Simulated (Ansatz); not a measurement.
# MnGa4: the cost of one run

All numbers are computed with Ansatz 0.2.0 through its Python package. The levels of theory stand in the script.

## 1. The structure

It takes space group Im-3m (No. 229, cubic). The conventional cell has a = 5.544 Å, b = 5.544 Å, c = 5.544 Å, α = 90.00°, β = 90.00°, γ = 90.00°. Mn (site symmetry m-3m) has 8 Ga at 2.40 Å in its first shell of neighbours. Around Ga (site symmetry -3m) lie 2 Mn at 2.40 Å.

The script holds or builds the structure itself.

## 2. Script

The input, mnga4.py:

```python
"""Relaxed cell of MnGa4 under several functionals."""

import ansatz
import numpy as np

def edges_and_angles(cell):
    cell = np.asarray(cell)
    a, b, c = np.linalg.norm(cell, axis=1)
    cosines = cell[1] @ cell[2] / (b * c), cell[0] @ cell[2] / (a * c), cell[0] @ cell[1] / (a * b)
    return (a, b, c, *np.degrees(np.arccos(cosines)))

vectors = np.array([
    [-2.771864, 2.771864, 2.771864],
    [2.771864, -2.771864, 2.771864],
    [2.771864, 2.771864, -2.771864],
])
xtal = (
    ansatz.Lattice.of(vectors)
    .atom("Mn", (0.0, 0.0, 0.0))
    .atom("Ga", (0.0, 0.0, 0.5))
    .atom("Ga", (0.0, 0.5, 0.0))
    .atom("Ga", (0.5, 0.0, 0.0))
    .atom("Ga", (0.5, 0.5, 0.5))
    .moments(Mn=4)
)

model = (
    xtal.calculation()
    .basis(21 * ansatz.Ha)
    .kpoints(8, 8, 8)
    .occupations(ansatz.OccupationsMethod.FERMI_DIRAC)
    .spin("collinear")
    .relax(cell=True)
)

levels = [("pbesol", "d3bj"), ("blyp", "d3bj"), ("pbesol", "none")]
print("level            a       b       c    alpha   beta  gamma  V/atom  steps")
for name, dispersion in levels:
    seen = []
    run = model.functional(name, dispersion=dispersion).session().plan()
    res = run.execute(on_event=lambda e: seen.append(e) if e["event"] == "relax_step" else None)
    cell = res.lattice.cell_ang
    label = name if dispersion == "none" else f"{name}+{dispersion}"
    print("{:13s} {:7.4f} {:7.4f} {:7.4f} {:6.2f} {:6.2f} {:6.2f}".format(label, *edges_and_angles(cell)), f"{abs(np.linalg.det(cell)) / len(res.lattice.sites):7.3f} {len(seen):5d}")
```

## 3. The input behind the calls

The package turns the script's settings into the engine's input (first run):

```yaml
crystal:
  lattice:
    - [-2.771864, 2.771864, 2.771864]
    - [2.771864, -2.771864, 2.771864]
    - [2.771864, 2.771864, -2.771864]
  atoms:
    - { symbol: Mn, position: [0.0, 0.0, 0.0] }
    - { symbol: Ga, position: [0.0, 0.0, 0.5] }
    - { symbol: Ga, position: [0.0, 0.5, 0.0] }
    - { symbol: Ga, position: [0.5, 0.0, 0.0] }
    - { symbol: Ga, position: [0.5, 0.5, 0.5] }
basis:
  ecutwfc: 571.4391111657479
kpoints:
  mp_grid:
    grid: [8, 8, 8]
hamiltonian:
  xc: pbesol
  dispersion: d3bj
magnetization:
  spin_polarized: true
  per_species:
    Mn: 4.0
scf:
  occupations:
    method: fermi_dirac
relax:
  cell: {}
```

## 4. Running it

Started as:

```sh
$ python mnga4.py
```

Q: Estimate wall time and peak memory on 1 thread of Intel Xeon Platinum 8488C (Sapphire Rapids), shared host.

About 2.7 min, with a peak of 0.71 GiB.
